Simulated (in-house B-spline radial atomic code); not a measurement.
# In⁴⁷⁺: excited configurations

How much energy does it take to promote electrons of In⁴⁷⁺ to other shells? Each configuration is solved by itself and compared with the reference.

Program: in-house B-spline radial atomic code version 1. Level of theory: Dirac-Hartree-Fock, average of configuration, Fermi nucleus, basis-set limit. These are calculated values, not measurements, unless marked.

**1. The atom as given**

- element: indium (Z = 49)
- charge: +47
- electrons: 2
- configuration: 1s2
- Hamiltonian: Dirac-Coulomb
- nucleus: Fermi, rms radius 4.616 fm

Settings, as recorded:

```ini
Z = 49
electrons = 2.0
configuration = 1s2
hamiltonian = dirac
method = hf
spin_polarised = False
nucleus = fermi
rms_radius = 4.6156
mass_number = 115
atomic_mass = 114.903878772
speed_of_light = 137.035999084
```

From the earlier run of the reference: total energy -2450.887127 hartree. Levels, eight at most:

| orbital | occupation | energy (eV) | <r> (bohr) |
| --- | --- | --- | --- |
| 1s1/2 | 2 | -32911.4 | 0.02950 |

**2. Run with 1s1 5s1**

Settings, as recorded:

```ini
Z = 49
electrons = 2.0
configuration = 1s1 5s1
hamiltonian = dirac
method = hf
spin_polarised = False
nucleus = fermi
rms_radius = 4.6156
mass_number = 115
atomic_mass = 114.903878772
speed_of_light = 137.035999084
```

**3. Configuration 1s1 3d1**

Changes to the settings of step 2:

```diff
@@ -2,3 +2,3 @@
 electrons = 2.0
-configuration = 1s1 5s1
+configuration = 1s1 3d1
 hamiltonian = dirac
```

**4. 1s1 4s1**

Changes to the settings of step 3:

```diff
@@ -2,3 +2,3 @@
 electrons = 2.0
-configuration = 1s1 3d1
+configuration = 1s1 4s1
 hamiltonian = dirac
```

**5. 1s1 5g1**

Changes to the settings of step 4:

```diff
@@ -2,3 +2,3 @@
 electrons = 2.0
-configuration = 1s1 4s1
+configuration = 1s1 5g1
 hamiltonian = dirac
```

**6. Run with 1s1 2p1**

Changes to the settings of step 5:

```diff
@@ -2,3 +2,3 @@
 electrons = 2.0
-configuration = 1s1 5g1
+configuration = 1s1 2p1
 hamiltonian = dirac
```

Q: How far above the reference does each configuration lie (order and size, in eV)?

**Answer**, as computed:

| net move | configuration | energy above the reference (eV) | with Breit, QED, recoil (eV) | largest <r> (bohr) |
| --- | --- | --- | --- | --- |
| 1s → 2p | 1s1 2p1 | 24903.7 | 24832.1 | 0.103 |
| 1s → 3d | 1s1 3d1 | 29404.7 | 29330.2 | 0.217 |
| 1s → 4s | 1s1 4s1 | 30888.6 | 30814.6 | 0.483 |
| 1s → 5s | 1s1 5s1 | 31623.1 | 31548.8 | 0.760 |
| 1s → 5g | 1s1 5g1 | 31653.6 | 31579.0 | 0.572 |

Quantum defects of the promoted electron, δ = n − ζ/√(−2ε) with ζ = 48 and ε its orbital energy in hartree:

| promotion | δ |
| --- | --- |
| 1s → 2p | 0.021 |
| 1s → 3d | 0.009 |
| 1s → 4s | 0.139 |
| 1s → 5s | 0.135 |
| 1s → 5g | 0.004 |

The energies run from 24903.7 eV (1s → 2p) to 31653.6 eV (1s → 5g). Of those tabulated, the defect is largest for 4s (0.14) and least for 5g (0.00); at this charge much of the defect is relativistic. Two partly filled shells share a symmetry and can mix in the average, which may lower the energy, for: 1s → 4s; 1s → 5s. These are averages over configurations, without correlation, not spectroscopic levels.
